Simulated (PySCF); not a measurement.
# C2H5Cl3Si: the cost of one run

Computed with PySCF 2.14.0, with density-fitted response routines of our own, on a single molecule in the gas phase. Atoms count from 0, in the outputs and in this text.

### 1 The starting structure

11 atoms, charge 0, multiplicity 1; geometry from: GFN2-xTB. The atoms were then displaced at random by about 0.01 Å, so the start is not that level's minimum.

Bonds of the start (Å): Si0–C1 1.95, C1–C2 1.51, C2–Cl3 1.77, C2–Cl4 1.78, C2–Cl5 1.78, Si0–H6 1.47, Si0–H7 1.46, Si0–H8 1.45, C1–H9 1.08, C1–H10 1.10.

### 2 Optimising the geometry at PBE0-D3(BJ)/def2-SVP

The job: settings as JSON, then the geometry in Å.

```
{"job": {"xc": "PBE0", "basis": "def2-SVP", "d3": "d3bj", "grid": 1, "shake": 0.01, "kind": "geom"}, "charge": 0, "multiplicity": 1}
Si     1.551430    -0.200580    -0.170900
C     -0.176990     0.703500    -0.097400
C     -1.314430    -0.235480     0.203020
Cl    -1.211080    -1.640840    -0.870510
Cl    -2.897690     0.545690    -0.002170
Cl    -1.203350    -0.813700     1.885100
H      2.530070     0.882630     0.021420
H      1.698720    -0.767760    -1.503360
H      1.618230    -1.172540     0.897780
H     -0.378050     1.180310    -1.045430
H     -0.178750     1.492940     0.666790
```

Command:

```console
$ OMP_NUM_THREADS=1 python probes_run.py task.json out
```

This one command runs all jobs of the session in turn.

**Question.** How long does this first job take on 1 thread of Arm Neoverse V1, shared host, and how much memory does it need?

About 34 s, with a peak of 0.55 GiB.
